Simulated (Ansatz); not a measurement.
# TaNH+ (singlet): from Hartree-Fock to the top rungs, def2-TZVPP

An exercise on one series of results from a longer session: the logs are not shown, and one member is left open.

The runs use Ansatz 0.2.0, Gaussian basis; def2-TZVPP, core rule «outside noble gas», up to 5 orbitals frozen.

The runs, in order: UHF; CCSD(T) on RHF; CCSD(T) on UHF; CCSDT(Q) on RHF; CCSDT(Q) on UHF; CASSCF and NEVPT2, 10 electrons in 11 orbitals.

5 further runs of the same task are left out: 1 for a known fault of the program, 4 set aside as unsound or not needed.

## The geometry

The geometry is a PBE0/def2-TZVP stationary point (not a proven minimum) of the parent state, kept for this charge and spin. No spin-orbit coupling is included. Elements past krypton take def2 core potentials.

3 atoms, charge 1, spin multiplicity 1.

Atoms are counted from 1 here; the program's logs count them from 0.

Bond lengths: Ta1–N2 1.709 Å, N2–H3 1.016 Å. Angles: Ta1–N2–H3 180.0°.

Set-up of the first run:

Contents of in.yaml:

```yaml
crystal:
  periodic: [false, false, false]
  atoms:
    - {symbol: Ta, position_ang: [0.000000, 0.000000, 1.477728]}
    - {symbol: N, position_ang: [0.000000, 0.000000, -0.230873]}
    - {symbol: H, position_ang: [0.000000, 0.000000, -1.246855]}
basis:
  gaussian: {orbitals: def2-TZVPP}
total_charge: 1
magnetization: {spin_polarized: true, initial_magnetization: 0}
hamiltonian: {xc: hf}
output: {orbitals: {seedname: orbitals}}
```

Started as:

```console
$ ansatz run in.yaml --threads 1 --pin off --events-out ev --progress --plain --max-ram 4096MiB --backend cpu
```

Among the steps run: UHF; CCSD(T) on RHF; CCSD(T) on UHF; CCSDT(Q) on RHF; CCSDT(Q) on UHF; CASSCF and NEVPT2, 10 electrons in 11 orbitals.

One table of the session follows, with a row left open; its other results are not shown here.

It belongs to the step «Misses and costs». 

| method | from RCCSDT(Q) (kcal/mol) |
| --- | --- |
| RHF | +233.53 |
| UHF | +211.65 |
| RMP2 | +13.77 |
| UMP2 | +8.00 |
| RCCSD | +18.19 |
| UCCSD | +12.18 |
| RCCSD(T) | ? |
| UCCSD(T) | -1.98 |
| RCCSDT | +1.06 |
| UCCSDT | -1.95 |
| RCCSDT(Q) | 0 |
| UCCSDT(Q) | -3.03 |
| CASSCF valence | +117.13 |
| NEVPT2 valence | +24.86 |

Estimate the missing values for RCCSD(T).

**Answer.** from RCCSDT(Q) (kcal/mol): +1.17. In the column «from RCCSDT(Q) (kcal/mol)» it lies between RCCSDT (+1.06) and UMP2 (+8.00).

The program flags UCCSD(T), UCCSDT(Q) as in doubt (see the logs), so those rows may rest on another solution; read them beside their warnings.

To keep in mind: The determinant is far from a pure spin state, so its energy mixes those of several spin states (harmless only where they are near-degenerate, as at dissociation). The program flags UCCSD(T), UCCSDT(Q) as in doubt, so those rows may rest on another solution; read them beside their warnings. Warnings: restricted reference is unstable; spin contamination; large T1 diagnostic. Restricted and unrestricted rows rest on different reference determinants; where their highest levels disagree by more than a few hundredths of an eV, they describe different states and don't form one ladder.
